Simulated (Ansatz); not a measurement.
**FeH+ (singlet): wave-function methods side by side, def2-SVP**

One table from this session's results is given with a row withheld; the runs are named, their logs left out.

Computed with Ansatz 0.2.0, Gaussian basis. Level: def2-SVP, core rule «outside noble gas», up to 9 orbitals frozen.

To be run: UHF; CCSD(T) on RHF; CCSD(T) on UHF; CISD; CCSDT(Q) on RHF; CCSDT(Q) on UHF; CCSDTQ on RHF.

12 further runs of the same task are left out: 4 for a known fault of the program, 2 that didn't finish, 6 set aside as unsound or not needed. Runs told in other sessions of the task aren't counted.

## What is computed

The geometry is a PBE0/def2-TZVP stationary point (not a proven minimum).

2 atoms, charge 1, spin multiplicity 1.

Atoms are counted from 1 here; the program's logs count them from 0.

Bond lengths: Fe1–H2 1.458 Å.

Set-up of the first run:

Contents of in.yaml:

```yaml
crystal:
  periodic: [false, false, false]
  atoms:
    - {symbol: Fe, position_ang: [0.000000, 0.000000, 0.000000]}
    - {symbol: H, position_ang: [0.000000, 0.000000, 1.458200]}
basis:
  gaussian: {orbitals: def2-SVP}
total_charge: 1
magnetization: {spin_polarized: true, initial_magnetization: 0}
hamiltonian: {xc: hf}
output: {orbitals: {seedname: orbitals}}
```

Launch:

```sh
$ ansatz run in.yaml --threads 1 --pin off --events-out ev --progress --plain --max-ram 2393MiB
```

Steps of the session up to this table: UHF; CCSD(T) on RHF; CCSD(T) on UHF; CISD; CCSDT(Q) on RHF; CCSDT(Q) on UHF; CCSDTQ on RHF.

One table of the session follows, with a row left open; its other results are not shown here.

```
   method  from RCCSDTQ (kcal/mol)
      RHF                  +115.02
     RMP2                        ?
     CISD                   +14.73
    RCCSD                    +6.61
 RCCSD(T)                    +2.20
   RCCSDT                    +0.93
RCCSDT(Q)                    +0.40
  RCCSDTQ                        0
```

Estimate the missing values for RMP2.

The run gave: from RCCSDTQ (kcal/mol): +26.24. In the column «from RCCSDTQ (kcal/mol)» it lies between CISD (+14.73) and RHF (+115.02).

Left out of the table: UHF, UMP2, UCCSD, UCCSD(T), UCCSDT, UCCSDT(Q) (another determinant or state than the rows shown). UCCSDT(Q) lies 3.23 eV below the table's zero, so the state tabled may not be the lowest.
